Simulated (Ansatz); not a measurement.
LaZnGa, space group P6_3/mmc, a phonon calculation by linear response

Program: Ansatz 0.2.0, Python API.

Typed at the interpreter:
```pycon
>>> from pathlib import Path
>>> import ansatz as az
>>> import numpy as np
>>> vectors = np.array([
...     [4.492065, 0.0, 0.0],
...     [-2.246032, 3.890242, 0.0],
...     [0.0, 0.0, 8.047083],
... ])
>>> crystal = (
...     az.Lattice.of(vectors)
...     .atom("La", (0.0, 0.0, 0.5))
...     .atom("La", (0.0, 0.0, 0.0))
...     .atom("Zn", (1 / 3, 2 / 3, 0.75))
...     .atom("Zn", (2 / 3, 1 / 3, 0.25))
...     .atom("Ga", (1 / 3, 2 / 3, 0.25))
...     .atom("Ga", (2 / 3, 1 / 3, 0.75))
... )
>>> crystal.resolved().sites[-1]
Site(symbol='Ga', position=(0.6666666666666666, 0.3333333333333333, 0.75), moment=None, axis=None, held=None, saved=None)
>>> calculation = crystal.calculation()
>>> calculation = calculation.functional("lda")
>>> calculation = calculation.basis(19 * az.Ha).occupations("fermi_dirac", width=0.05)
>>> calculation = calculation.scf(tolerance=1e-08).kpoints(8, 8, 4)
>>> calculation = calculation.phonons("dfpt")
>>> out = calculation.run(threads=1, pin="off", runs_dir="runs")
>>> ph = out.phonons
>>> print("Gamma modes (1/cm):", " ".join(f"{w:.1f}" for w in ph.gamma_omega_inv_cm))
Gamma modes (1/cm): -98.2 0.0 0.0 0.0 61.7 73.5 73.5 84.0 85.5 85.5 97.6 117.9 118.1 118.1 174.1 174.1 180.6 180.6
>>> print("in meV:", " ".join(f"{w * 0.1239842:.2f}" for w in ph.gamma_omega_inv_cm))
in meV: -12.18 0.00 0.00 0.00 7.65 9.11 9.11 10.41 10.59 10.59 12.10 14.62 14.64 14.64 21.59 21.59 22.39 22.39
```

The cell isn't relaxed first, so the values belong to this volume. A negative frequency stands for an imaginary mode. The structure comes from a database of computed cells and needn't be a stable or known phase. The structure is taken as given; imaginary modes can come from an unrelaxed or unstable start. Phonons of metals also depend on mesh and smearing. Wall time of the script: 34 min on 1 thread of Arm Neoverse V2, on a shared host, peak memory 2.1 GiB.
